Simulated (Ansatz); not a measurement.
# Ag3Sb2: the cost of one run

Program: Ansatz 0.2.0. Level of theory: DFT PBE, scalar-relativistic, plane waves, PAW, unless a step names another level. These are calculated values, not measurements.

1 further run of the same task is left out (it didn't finish).

### 1 The starting structure

The structure is triclinic, space group P-1 (No. 2). The conventional cell has a = 4.900 Å, b = 5.041 Å, c = 5.555 Å, α = 91.89°, β = 90.24°, γ = 118.99°. Ag (site symmetry 1) is surrounded by 3 Ag at 2.88 to 3.03 Å and 5 Sb at 2.89 to 3.07 Å. Ag (site symmetry -1) is surrounded by 2 Sb at 2.84 to 2.85 Å and 4 Ag at 2.88 Å. Around Sb (site symmetry 1) lie 6 Ag at 2.85 to 3.07 Å.

Coordinates:

```cif
data_structure
_symmetry_space_group_name_H-M 'P 1'
_symmetry_Int_Tables_number 1
_cell_length_a 5.0482
_cell_length_b 5.0413
_cell_length_c 5.5554
_cell_angle_alpha 88.107
_cell_angle_beta 92.123
_cell_angle_gamma 121.888
_cell_volume 119.95
loop_
_atom_site_label
_atom_site_type_symbol
_atom_site_fract_x
_atom_site_fract_y
_atom_site_fract_z
_atom_site_occupancy
Ag1 Ag 0.62113 0.37712 0.97574 1
Ag2 Ag 0.01919 0.97776 0.74907 1
Ag3 Ag 0.41719 0.57845 0.52237 1
Sb1 Sb 0.74303 0.25353 0.46559 1
Sb2 Sb 0.29531 0.70199 0.03242 1
```

It came out lowest among 31 distinct ends of the trial cells. At a tolerance of 0.05 Å it has space group C2/m (No. 12).

### 2 Tight relaxation for the response runs, on the response runs' mesh and smearing

Input file input.yaml:

```yaml
crystal:
  lattice:
    - [5.0449951089, -0.178834644, -0.0064094368]
    - [-2.5098424851, 4.3597555518, 0.3283134687]
    - [-0.2104986975, -0.3262838343, 5.5417819938]
  atoms:
    - { symbol: Ag, position: [0.6211256791, 0.3771171439, -0.0242616337] }
    - { symbol: Ag, position: [0.0191913169, 0.9777607099, 0.7490735033] }
    - { symbol: Ag, position: [0.417194445, 0.5784489092, 0.5223672487] }
    - { symbol: Sb, position: [0.7430284354, 0.2535323117, 0.4655864942] }
    - { symbol: Sb, position: [0.2953137836, 0.7019916552, 0.0324181675] }
basis:
  ecutwfc: 420
kpoints:
  mp_grid: { grid: [8, 8, 6] }
hamiltonian:
  xc: pbe
scf:
  occupations: { method: gaussian, width: 0.1 }
output:
  forces: true
  stress: true
  eigenvalues: true
relax:
  adjacent_minimum: "off"
  f_tol: 0.001
  max_steps: 60
  cell: { stress_tol: 0.01 }
```

Launch:

```console
ansatz run input.yaml --threads 3 --pin off --max-ram 7680MiB --backend cpu --events-out ev --progress --plain --runs-dir out
```

What time and memory should one allow on 3 threads of Arm Neoverse N1, shared host?

About 9.9 min, with a peak of 1.1 GiB.
